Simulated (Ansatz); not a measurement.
# TlSn: the cost of one run

Program: Ansatz 0.2.0. Level of theory: DFT LDA, scalar-relativistic. These are calculated values, not measurements.

2 further runs of the same task are left out: 2 set aside as unsound or not needed.

**1. The starting structure**

It takes space group P4/mmm (No. 123, tetragonal). Conventional cell: a = 3.615 Å, b = 3.615 Å, c = 4.375 Å, α = 90.00°, β = 90.00°, γ = 90.00°. Tl (site symmetry 4/mmm) is surrounded by 8 Sn at 3.36 Å and 4 Tl at 3.61 Å. Around Sn (site symmetry 4/mmm) lie 8 Tl at 3.36 Å and 4 Sn at 3.61 Å.

As a file:

```cif
data_structure
_symmetry_space_group_name_H-M 'P 1'
_symmetry_Int_Tables_number 1
_cell_length_a 3.6147
_cell_length_b 3.6147
_cell_length_c 4.3750
_cell_angle_alpha 90.000
_cell_angle_beta 90.000
_cell_angle_gamma 90.000
_cell_volume 57.16
loop_
_atom_site_label
_atom_site_type_symbol
_atom_site_fract_x
_atom_site_fract_y
_atom_site_fract_z
_atom_site_occupancy
Tl1 Tl 0.00000 0.00000 0.00000 1
Sn1 Sn 0.50000 0.50000 0.50000 1
```

Atoms are numbered in the order of the input: Tl1, Sn2.

**2. After the deformation**

Space group P4/mmm before, P4/mmm after.

**3. LAPW, all electrons**

File input.yaml:

```yaml
crystal:
  lattice:
    - [3.5424352681, 0.0, 0.0]
    - [0.0, 3.5424352681, 0.0]
    - [0.0, 0.0, 4.375]
  atoms:
    - { symbol: Tl, position: [0.0, 0.0, 0.0] }
    - { symbol: Sn, position: [0.5, 0.5, 0.5] }
kpoints:
  mp_grid: { grid: [9, 9, 8] }
  band_path:
    path:
      - [0.0, 0.0, 0.0]
      - [0.0, 0.5, 0.0]
      - [0.5, 0.5, 0.0]
      - [0.0, 0.0, 0.0]
      - [0.0, 0.0, 0.5]
      - [0.0, 0.5, 0.5]
      - [0.5, 0.5, 0.5]
      - [0.0, 0.0, 0.5]
      - [0.0, 0.5, 0.0]
    npoints: 5
scf:
  occupations: { method: fermi_dirac, width: 0.08 }
hamiltonian:
  xc: lda
  pseudopotentials: { kind: all_electron, lapw: { basis_error: 0.00025 } }
output:
  forces: true
  stress: true
  eigenvalues: true
```

Command:

```console
$ ansatz run input.yaml --threads 1 --pin off --max-ram 3072MiB --backend cpu --events-out ev --progress --plain --runs-dir out
```

Q: Estimate wall time and peak memory on 1 thread of Intel Xeon 6975P-C (Granite Rapids), shared host.

About 17 s, with a peak of 0.5 GiB.
